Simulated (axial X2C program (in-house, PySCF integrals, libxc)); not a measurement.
**Linear ClHfCl⁺ at several levels**

How do method and spin–orbit coupling move the bonds and stretches of ClHfCl⁺, held linear?

The runs use an in-house X2C program for linear molecules on PySCF integrals; all-electron X2C, two-component (2c) or spin-free, Cl dyall-av3z, Hf dyall-v3z.

All values are calculated.

2 further runs of the same task are left out: 2 set aside as unsound or not needed.

### 1 The job

Contents of task.json:

```json
{
 "zs": [
  17,
  72,
  17
 ],
 "q": 1,
 "bas": [
  "dyall-av3z",
  "dyall-v3z",
  "dyall-av3z"
 ],
 "r0": [
  2.51,
  2.51
 ],
 "symm": 1,
 "scan": [
  "PBE0",
  "HF",
  "r2SCAN"
 ],
 "levels": [
  "PBE0",
  "HF",
  "BHandHLYP"
 ],
 "nst": 2
}
```

Keys: zs atomic numbers; q charge; bas basis sets; r0 starting distance in Å; symm equal bonds; scan levels of the two-bond scan (MP2 follows by itself at each HF point); levels methods; nst determinants followed.

Run with:

```sh
$ python solin.py task.json out
```

Masses Cl 34.969, Hf 179.947, Cl 34.969 u.

### 2 Scan at PBE0, 2c

State: Ω = 1/2 (beyond evenly filled blocks: ω = 1/2). Energies above the lowest point, from the job's result record:

| r(Cl–Hf) (Å) | r(Hf–Cl) (Å) | E (meV) |
| --- | --- | --- |
| 2.2123 | 2.2123 | 70.62 |
| 2.2123 | 2.2690 | 31.43 |
| 2.2123 | 2.3257 | 57.18 |
| 2.2690 | 2.2123 | 31.43 |
| 2.2690 | 2.2690 | 0.00 |
| 2.2690 | 2.3257 | 32.88 |
| 2.2690 | 2.3825 | 116.75 |
| 2.3257 | 2.2123 | 57.18 |
| 2.3257 | 2.2690 | 32.88 |
| 2.3257 | 2.3257 | 72.28 |
| 2.3825 | 2.2690 | 116.75 |
| 2.3825 | 2.3825 | 257.50 |

A quadratic surface with cubic terms in each bond gives the minimum at 2.267 and 2.267 Å, force constants 3.21, 3.21 and coupling 0.33 mdyn/Å.

### 3 Scan at HF, 2c

State: Ω = 1/2 (beyond evenly filled blocks: ω = 1/2). Energies above the lowest point, from the job's result record:

| r(Cl–Hf) (Å) | r(Hf–Cl) (Å) | E (meV) |
| --- | --- | --- |
| 2.2123 | 2.2123 | 156.69 |
| 2.2123 | 2.2690 | 74.77 |
| 2.2123 | 2.3257 | 65.16 |
| 2.2690 | 2.2123 | 74.77 |
| 2.2690 | 2.2690 | 1.58 |
| 2.2690 | 2.3257 | 0.00 |
| 2.2690 | 2.3825 | 55.72 |
| 2.3257 | 2.2123 | 65.16 |
| 2.3257 | 2.2690 | 0.00 |
| 2.3257 | 2.3257 | 5.81 |
| 2.3825 | 2.2690 | 55.72 |
| 2.3825 | 2.3825 | 137.13 |

A quadratic surface with cubic terms in each bond gives the minimum at 2.296 and 2.296 Å, force constants 3.22, 3.22 and coupling 0.37 mdyn/Å.

### 4 Scan at r2SCAN, 2c

State: Ω = 1/2 (beyond evenly filled blocks: ω = 1/2). Energies above the lowest point, from the job's result record:

| r(Cl–Hf) (Å) | r(Hf–Cl) (Å) | E (meV) |
| --- | --- | --- |
| 2.2123 | 2.2123 | 76.38 |
| 2.2123 | 2.2690 | 34.39 |
| 2.2123 | 2.3257 | 57.21 |
| 2.2690 | 2.2123 | 34.39 |
| 2.2690 | 2.2690 | 0.00 |
| 2.2690 | 2.3257 | 29.76 |
| 2.2690 | 2.3825 | 110.06 |
| 2.3257 | 2.2123 | 57.21 |
| 2.3257 | 2.2690 | 29.76 |
| 2.3257 | 2.3257 | 65.88 |
| 2.3825 | 2.2690 | 110.06 |
| 2.3825 | 2.3825 | 243.39 |

A quadratic surface with cubic terms in each bond gives the minimum at 2.269 and 2.269 Å, force constants 3.18, 3.18 and coupling 0.32 mdyn/Å.

### 5 The levels side by side

| level | r(Cl–Hf) (Å) | r(Hf–Cl) (Å) | lower stretch (cm⁻¹) | upper stretch (cm⁻¹) |
| --- | --- | --- | --- | --- |
| PBE0, 2c | 2.267 | 2.267 | 414.3 | 441.0 |
| HF, 2c | 2.296 | 2.296 | 417.1 | 438.2 |
| r2SCAN, 2c | 2.269 | 2.269 | 411.7 | 439.0 |
| MP2, 2c | 2.272 | 2.272 | 423.4 | 449.3 |
| PBE0, spin-free | 2.268 | 2.268 | 414.9 | 440.9 |
| HF, spin-free | 2.296 | 2.296 | 418.0 | 438.2 |
| r2SCAN, spin-free | 2.270 | 2.270 | 412.3 | 438.9 |
| MP2, spin-free | 2.272 | 2.272 | 424.2 | 449.1 |

Scans not shown above were run alike.

**Reading.** Over the levels the Cl–Hf bond spans 2.267 to 2.296 Å and the Hf–Cl bond 2.267 to 2.296 Å. At PBE0 spin–orbit coupling leaves both bonds unchanged to 0.001 Å. Each state is one determinant, the lowest of a limited PBE0 search; the stretches come from a fit to few points and are good to some per cent at best. MP2 freezes inner shells (threshold -2 hartree). The molecule was held linear; bending was not examined, so a bent shape may lie lower.
